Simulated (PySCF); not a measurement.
# [Nd(NH3)]2+: other functionals and bases at one geometry

One table from this session's results is given with a row withheld; the runs are named, their logs left out.

The runs use PySCF 2.14.0; several levels, as the steps say, no spin–orbit coupling.

1 further run of the same task is left out (for a known fault of the program).

## The system as given

5 atoms, charge 2, spin multiplicity 1.

Bond lengths: Nd1–N2 2.634 Å, N2–H3 1.030 Å, N2–H4 1.030 Å, N2–H5 1.030 Å. Angles: Nd1–N2–H3 115.2°, Nd1–N2–H4 115.2°, Nd1–N2–H5 115.2°, H3–N2–H4 103.2°, H3–N2–H5 103.2°, H4–N2–H5 103.2°.

As a file:

```xyz
5
H3NNd
Nd    0.0000    0.0000   -0.2393
N     0.0000    0.0000    2.3951
H     0.9317    0.0000    2.8338
H    -0.4659    0.8068    2.8338
H    -0.4658   -0.8069    2.8338
```

Formal oxidation states: Nd +2. Each metal's 4 4f electrons lie in its core potential, so multiplicities, spins and levels count the valence alone. An earlier session relaxed this geometry at PBE0, Nd lcecp-0-SVP with ECP50, N def2-SVP, H def2-SVP (singlet, point group C3v).

At PBE0 on the finer grid: E = -83.677743 Eh, frontier levels not given, since the 4f levels lie in the core, Mulliken charge on Nd1 +1.73 e, largest force component 0.002 eV/Å. 

Levels to run: PBE; wB97X; PBE0, TZVP. Hardware: 2 threads of Arm Neoverse V2, shared host.

The first run:

File run.py (the lines that set the calculation):

```python
mol = gto.M(atom='''
Nd     0.00000     0.00000    -0.23932
N      0.00000     0.00000     2.39509
H      0.93166     0.00004     2.83379
H     -0.46586     0.80683     2.83379
H     -0.46580    -0.80686     2.83379''',
    basis={'Nd': 'lcecp-0-SVP', 'N': 'def2-SVP', 'H': 'def2-SVP'},
    ecp={'Nd': 'lcecp-0-SVP'},
    charge=2, spin=0)
mf = dft.RKS(mol, xc='PBE')
mf.grids.atom_grid = (75, 302)  # f atoms: unpruned, at least (60, 302)
mf = mf.density_fit()  # fitting sets: Nd AutoAux, N def2-universal-JKFIT, H def2-universal-JKFIT
mf.conv_tol = 1e-08; mf.max_cycle = 55
mf.kernel(dm0)  # dm0: the density of the relaxed state
```

Run with:

```
$ OMP_NUM_THREADS=2 python run.py
```

Steps of the session up to this table: PBE; wB97X; PBE0, TZVP.

One of the session's tables, all rows but one given; the rest of the session is left out.

| level | charge on Nd1 (e) | dipole (D) | largest force component (eV/Å) |
| --- | --- | --- | --- |
| PBE0 (relaxed here) | 1.73 | 1.95 | 0.00 |
| PBE | 1.69 | 2.16 | 0.43 |
| wB97X | ? | ? | ? |
| PBE0, TZVP | 1.83 | 1.99 | 0.36 |

**Question.** Estimate the row for wB97X.

As computed: charge on Nd1 (e): 1.75; dipole (D): 1.76; largest force component (eV/Å): 0.10. In the column «charge on Nd1 (e)» it lies between PBE0 (relaxed here) (1.73) and PBE0, TZVP (1.83).

The dipole of a charged species depends on the origin, so these sizes hold for this origin alone.

The largest leftover force, 0.43 eV/Å with PBE, stands at a geometry relaxed at another level. With 4f in the core, its levels are missing from HOMO and gap, and its count is fixed, so no charge can pass from the ligands into it. Total energies of different levels can't be compared.
